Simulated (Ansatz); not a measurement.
# CH4BBrFN: the cost of one run

Method: RKS PBE0/def2-SVP, in Ansatz 0.2.0.

1 further run of the same task is left out (it didn't finish).

## (1) The starting structure

Bond lengths: B1–Br2 2.379 Å, B1–N3 1.339 Å, N3–C4 1.436 Å, B1–F6 1.294 Å, C4–H7 1.092 Å, C4–H8 1.091 Å, C4–H9 1.091 Å. Angles: Br2–B1–N3 94.4°, Br2–B1–F6 121.4°, N3–B1–F6 144.2°, B1–N3–C4 137.8°, N3–C4–H7 109.9°, N3–C4–H8 110.5°, N3–C4–H9 109.6°, H7–C4–H8 109.1°, H7–C4–H9 108.8°, H8–C4–H9 108.9°.

As a file:

```xyz
9

B    -0.2789   -1.3238   -0.0520
Br    1.5225   -2.1687   -1.3555
N     0.1569   -0.0581   -0.0815
C    -0.2752    1.2269    0.3911
H     1.2508   -0.2658   -0.8130
F    -1.2206   -2.0999    0.3792
H     0.4757    1.6483    1.0622
H    -1.2226    1.1383    0.9251
H    -0.4086    1.9028   -0.4555
```

## (2) A restrained relaxation towards end A

Springs on the bonds that form and break draw the guess towards this end; the thresholds are loose.

Input file input.yaml:

```yaml
crystal:
  periodic: [false, false, false]
  atoms:
    - { symbol: B, position_ang: [-0.2789, -1.3238, -0.052] }
    - { symbol: Br, position_ang: [1.5225, -2.1687, -1.3555] }
    - { symbol: "N", position_ang: [0.1569, -0.0581, -0.0815] }
    - { symbol: C, position_ang: [-0.2752, 1.2269, 0.3911] }
    - { symbol: H, position_ang: [1.2508, -0.2658, -0.813] }
    - { symbol: F, position_ang: [-1.2206, -2.0999, 0.3792] }
    - { symbol: H, position_ang: [0.4757, 1.6483, 1.0622] }
    - { symbol: H, position_ang: [-1.2226, 1.1383, 0.9251] }
    - { symbol: H, position_ang: [-0.4086, 1.9028, -0.4555] }
basis:
  gaussian: { orbitals: def2-SVP }
hamiltonian:
  xc: pbe0
relax:
  f_tol: 0.15
  max_steps: 25
  restrain:
    - { distance: [4, 1], at: 2.81, k: 30.0 }
    - { distance: [0, 1], at: 2.04, k: 30.0 }
    - { distance: [4, 2], at: 1.02, k: 30.0 }
output:
  orbitals: {}
```

On the command line:

```sh
$ ansatz run input.yaml --threads 2 --pin off --max-ram 3072MiB --backend cpu --events-out ev --progress --plain --runs-dir out
```

What time and memory should one allow on 2 threads of Arm Neoverse V1, shared host?

About 30 s, with a peak of 0.26 GiB.
